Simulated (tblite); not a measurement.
# C7H11ClSi2: the cost of one run

The runs use tblite 0.8.0 and PySCF 2.14.0, with density-fitted response routines of our own; the level of theory stands in each step. All values are computed, except where a source is named. Atoms count from 0, in the outputs and in this text.

### 1 The starting structure

21 atoms, charge 0, multiplicity 1; geometry from: force field or distance geometry start.

Bonds of the start (Å): C0–C1 1.48, C1–C2 1.22, C2–C3 1.47, C3–Si4 1.87, Si4–Si5 2.26, Si5–C6 1.83, C6–C7 1.46, C7–C8 1.29, C8–Cl9 1.79, C8–C3 1.47, C0–H10 1.10, C0–H11 1.12, C0–H12 1.09, C3–H13 1.12, Si4–H14 1.46, Si4–H15 1.46, Si5–H16 1.47, Si5–H17 1.49, C6–H18 1.11, C6–H19 1.13, C7–H20 1.14.

### 2 Geometry optimisation with GFN2-xTB

What the job is given:

```
{"job": {"kind": "relax", "xc": "GFN2-xTB", "basis": "xTB"}, "charge": 0, "multiplicity": 1}
C      4.082500     0.283500    -0.812200
C      2.701600    -0.051500    -0.409500
C      1.580200    -0.351900    -0.035300
C      0.224100    -0.713600     0.386300
Si    -0.294000     0.694700     1.494600
Si    -2.538000     0.410400     1.412100
C     -2.772400     0.147900    -0.388200
C     -1.725800    -0.507700    -1.159900
C     -0.521800    -0.869200    -0.866300
Cl     0.401100    -1.664500    -2.178100
H      4.794700     0.171000     0.019300
H      4.131300     1.351500    -1.137600
H      4.303200    -0.336800    -1.678900
H      0.277300    -1.669100     0.976100
H      0.039100     1.939600     0.802900
H      0.211100     0.593700     2.859700
H     -3.239500     1.590200     1.951200
H     -2.857900    -0.786900     2.233100
H     -3.118800     1.116000    -0.815700
H     -3.633900    -0.582900    -0.430500
H     -2.053000    -0.747500    -2.223600
```

Run with:

```console
$ OMP_NUM_THREADS=1 python probes_run.py task.json out
```

One launch serves the whole session: the jobs run in the order shown.

**Question.** How long does this first job take on 1 thread of Arm Neoverse V2, shared host, and how much memory does it need?

About 2.5 s, with a peak of 0.18 GiB.
